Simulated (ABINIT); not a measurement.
# HfMoC2: single point with PBE

HfMoC2:

```xyz
4
Lattice="3.1914 0.0000 0.0000 0.0000 3.1914 0.0000 0.0000 0.0000 4.4852" Properties=species:S:1:pos:R:3 pbc="T T T"
Hf    0.0000    0.0000    0.0000
Mo    1.5957    1.5957    2.2426
C     1.5957    1.5957    0.0000
C     0.0000    0.0000    2.2426
```

The cell comes from a database or a generator and needn't be the stable form of this composition.

| Quantity | Value |
| --- | --- |
| Program | ABINIT 10.8.3 (patched build) |
| Task | single point |
| Functional | PBE |
| Potentials or basis | JTH PAW PBE v2.0 |
| Cutoff | 517 eV |
| k mesh | 8 × 8 × 6 |
| Occupations | fermi-dirac, width 0.05 eV |
| Spin | no spin polarisation |

| Quantity | Value |
| --- | --- |
| Pressure | -1.2 GPa |
| Band gap on the k mesh | none (metal or under the smearing width) |
| Valence electrons inside the program's atomic spheres | Hf 9.75; Mo 11.18; C 2.44, 2.41 |

Stress tensor (GPa, compression positive):
```
 0.27  0.00  0.00
 0.00  0.27  0.00
 0.00  0.00 -4.02
```

Levels at points of the mesh, in eV from the Fermi level:
| k point | band 15 | band 16 | band 17 | band 18 | band 19 | band 20 |
| --- | --- | --- | --- | --- | --- | --- |
| (0.00, 0.00, 0.00) | -1.22 | -1.22 | -0.39 | -0.37 | 0.07 | 0.09 |
| (0.50, 0.00, 0.00) | -3.78 | -3.69 | -0.41 | 0.96 | 2.20 | 3.14 |
| (0.50, 0.50, 0.00) | -1.27 | -1.06 | -1.06 | -0.96 | 1.09 | 1.40 |
| (0.00, 0.00, 0.50) | -2.20 | -1.73 | -1.73 | -1.39 | -0.28 | 2.09 |
| (0.50, 0.00, 0.50) | -4.35 | -4.25 | 1.02 | 1.07 | 1.76 | 4.56 |
| (0.50, 0.50, 0.50) | -4.20 | -4.19 | 1.09 | 1.09 | 1.41 | 3.13 |

It took 64 s on 1 thread of Arm Neoverse V2, with other jobs on the host, peak memory 0.16 GiB.

Caveat: the highest band is partly filled, so the run has too few bands. Spin-orbit coupling is left out, which matters for the levels of Hf.
